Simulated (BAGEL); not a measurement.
**HF/6-31G(d) (density fitting with qzvpp-jkfit, spherical functions) run of AlBH2OF2 (SMILES O[B](F)[AlH][F])**

Aim: the vertical singlet–triplet gap of AlBH2OF2 at HF/6-31G* (density fitting with qzvpp-jkfit, spherical functions), from 2 runs. 

The results are computed with BAGEL 1.2.2.

1 further run of the same task is left out (set aside as unsound or not needed).

**1. The system as given**

The species is AlBH2OF2 (7 atoms), meant as a singlet with charge 0. SMILES: `O[B](F)[AlH][F]`. Geometry: relaxed at PBE0-D4/def2-TZVP. This is one conformer, not always the lowest.

Bond lengths: O1–B2 1.351 Å, B2–F3 1.331 Å, B2–Al4 2.153 Å, Al4–F5 1.661 Å, O1–H6 0.961 Å, Al4–H7 1.580 Å. Angles: O1–B2–F3 115.5°, O1–B2–Al4 122.4°, F3–B2–Al4 122.1°, B2–Al4–F5 111.0°, B2–O1–H6 113.4°, B2–Al4–H7 132.2°, F5–Al4–H7 116.8°.

**2. The energy at HF/6-31G(d) (density fitting with qzvpp-jkfit, spherical functions)**

input.json

```json
{ "bagel": [

{
  "title": "molecule",
  "basis": "6-31gs.json",
  "df_basis": "qzvpp-jkfit",
  "angstrom": "true",
  "geometry": [
    { "atom": "O", "xyz": [       0.462300,      -0.166500,       1.769000 ] },
    { "atom": "B", "xyz": [       0.511800,      -0.675600,       0.519100 ] },
    { "atom": "F", "xyz": [       1.170800,      -1.824800,       0.394500 ] },
    { "atom": "Al", "xyz": [      -0.411500,       0.301600,      -1.162100 ] },
    { "atom": "F", "xyz": [      -1.152700,       1.713100,      -0.697800 ] },
    { "atom": "H", "xyz": [      -0.019900,       0.662300,       1.825000 ] },
    { "atom": "H", "xyz": [      -0.499600,      -0.078200,      -2.693300 ] }
  ]
},

{
  "title": "hf"
},

{
  "title": "print",
  "file": "orbitals.molden",
  "orbitals": "true"
}

]}
```

The basis set 6-31G* is read from a file made from the Basis Set Exchange's data (not shown).

Launch:

```
$ BAGEL_NUM_THREADS=1 BAGEL input.json > input.out
```

The log of the run:

```text
* using 1 threads per process

  ===============================================================
  ===============================================================

  *** Geometry ***

  { "atom" : "O", "xyz" : [      0.873620,     -0.314639,      3.342926 ] },
  { "atom" : "B", "xyz" : [      0.967162,     -1.276699,      0.980957 ] },
  { "atom" : "F", "xyz" : [      2.212491,     -3.448372,      0.745497 ] },
  { "atom" : "Al", "xyz" : [     -0.777622,      0.569941,     -2.196051 ] },
  { "atom" : "F", "xyz" : [     -2.178287,      3.237290,     -1.318651 ] },
  { "atom" : "H", "xyz" : [     -0.037606,      1.251566,      3.448750 ] },
  { "atom" : "H", "xyz" : [     -0.944107,     -0.147777,     -5.089599 ] },

  Number of auxiliary basis functions:      470

  Since a DF basis is specified, we compute 2- and 3-index integrals:
    o Being stored without compression. Storage requirement is 0.023 GB

  Number of basis functions:       78
  Number of electrons      :       46

    * METHOD: MOLECULE                             0.21

  *** RHF ***

  === Nuclear Repulsion ===
   190.1045297154

      * DIIS with orbital gradients will be used.

  === RHF iteration (6-31gs.json) ===
      0       -541.31820357          0.02690506           0.06
      1       -541.52818420          0.01795251           0.05
      2       -541.65498698          0.00150152           0.05
      3       -541.65663235          0.00038357           0.05
      4       -541.65670852          0.00011194           0.05
      5       -541.65671634          0.00003024           0.05
      6       -541.65671696          0.00000855           0.05
      7       -541.65671703          0.00000177           0.05
      8       -541.65671704          0.00000087           0.05
      9       -541.65671704          0.00000028           0.05
     10       -541.65671704          0.00000009           0.05
     11       -541.65671704          0.00000004           0.05
     12       -541.65671704          0.00000001           0.05
    * SCF iteration converged.

    * Permanent dipole moment:
           (    0.197898,    -0.250150,     0.229566) a.u.

    * METHOD: HF                                   0.83

    * METHOD: PRINT                                0.01

  ===============================================================
```

It took 1.2 s on 1 thread of Intel Xeon Platinum 8488C (Sapphire Rapids), shared host; peak memory 0.11 GiB.

**3. The triplet**

calc.json

```json
{ "bagel" : [

{
  "title" : "molecule",
  "basis" : "6-31gs.json",
  "df_basis" : "qzvpp-jkfit",
  "angstrom" : true,
  "geometry" : [
    { "atom" : "O", "xyz" : [       0.462300,      -0.166500,       1.769000 ] },
    { "atom" : "B", "xyz" : [       0.511800,      -0.675600,       0.519100 ] },
    { "atom" : "F", "xyz" : [       1.170800,      -1.824800,       0.394500 ] },
    { "atom" : "Al", "xyz" : [      -0.411500,       0.301600,      -1.162100 ] },
    { "atom" : "F", "xyz" : [      -1.152700,       1.713100,      -0.697800 ] },
    { "atom" : "H", "xyz" : [      -0.019900,       0.662300,       1.825000 ] },
    { "atom" : "H", "xyz" : [      -0.499600,      -0.078200,      -2.693300 ] }
  ]
},

{
  "title" : "uhf",
  "nopen" : 2
},

{
  "title" : "print",
  "file" : "orbitals.molden",
  "orbitals" : true
}

]}
```

The basis set 6-31G* is read from a file made from the Basis Set Exchange's data (not shown).

Launch:

```
$ BAGEL_NUM_THREADS=1 BAGEL calc.json > calc.out
```

The log of the run:

```text
* using 1 threads per process

  ===============================================================
  ===============================================================

  *** Geometry ***

  { "atom" : "O", "xyz" : [      0.873620,     -0.314639,      3.342926 ] },
  { "atom" : "B", "xyz" : [      0.967162,     -1.276699,      0.980957 ] },
  { "atom" : "F", "xyz" : [      2.212491,     -3.448372,      0.745497 ] },
  { "atom" : "Al", "xyz" : [     -0.777622,      0.569941,     -2.196051 ] },
  { "atom" : "F", "xyz" : [     -2.178287,      3.237290,     -1.318651 ] },
  { "atom" : "H", "xyz" : [     -0.037606,      1.251566,      3.448750 ] },
  { "atom" : "H", "xyz" : [     -0.944107,     -0.147777,     -5.089599 ] },

  Number of auxiliary basis functions:      470

  Since a DF basis is specified, we compute 2- and 3-index integrals:
    o Being stored without compression. Storage requirement is 0.023 GB

  Number of basis functions:       78
  Number of electrons      :       46

    * METHOD: MOLECULE                             0.21

  *** Open-shell HF ***

  === Nuclear Repulsion ===
   190.1045297154

      * DIIS with orbital gradients will be used.

  === UHF iteration (6-31gs.json) ===
      0       -541.15103757          0.05181715           0.10
      1       -541.36534938          0.03643440           0.10
      2       -541.45265621          0.02351514           0.10
      3       -541.51128422          0.00222273           0.10
      4       -541.51434678          0.00114787           0.10
      5       -541.51539438          0.00057133           0.10
      6       -541.51580390          0.00021024           0.10
      7       -541.51593348          0.00009143           0.10
      8       -541.51598420          0.00004839           0.10
      9       -541.51600492          0.00002708           0.10
     10       -541.51601028          0.00001677           0.10
     11       -541.51601119          0.00000963           0.10
     12       -541.51601137          0.00000394           0.10
     13       -541.51601139          0.00000156           0.10
     14       -541.51601139          0.00000102           0.10
     15       -541.51601139          0.00000080           0.10
     16       -541.51601139          0.00000056           0.10
     17       -541.51601139          0.00000024           0.10
     18       -541.51601139          0.00000010           0.10
     19       -541.51601139          0.00000005           0.10
     20       -541.51601139          0.00000003           0.10
     21       -541.51601139          0.00000001           0.10
     22       -541.51601139          0.00000001           0.10
     23       -541.51601139          0.00000001           0.10
    * SCF iteration converged.

    * S^2 (UHF) is 2.0033

    * Permanent dipole moment:
           (    0.016224,    -0.050399,    -0.075952) a.u.

    * METHOD: UHF                                  2.59

    * METHOD: PRINT                                0.01

  ===============================================================
```

Wall time 3 s (1 thread of Intel Xeon Platinum 8488C (Sapphire Rapids), shared host); peak memory 0.11 GiB.

**4. What came out**

At HF/6-31G* (density fitting with qzvpp-jkfit, spherical functions):

| quantity | value |
| --- | --- |
| singlet: total energy | -541.65672 Eh |
| singlet: dipole moment | 1.00 D |
| singlet: HOMO energy | -10.94 eV |
| singlet: LUMO energy | 0.83 eV |
| singlet: HOMO–LUMO gap | 11.77 eV |
| triplet: total energy | -541.51601 Eh |
| triplet: dipole moment | 0.24 D |
| triplet: ⟨S²⟩ | 2.003 |
| vertical energy of the triplet above the singlet | 3.829 eV |

**Reading.** At this shape the triplet lies 3.83 eV (369 kJ/mol) above the singlet.
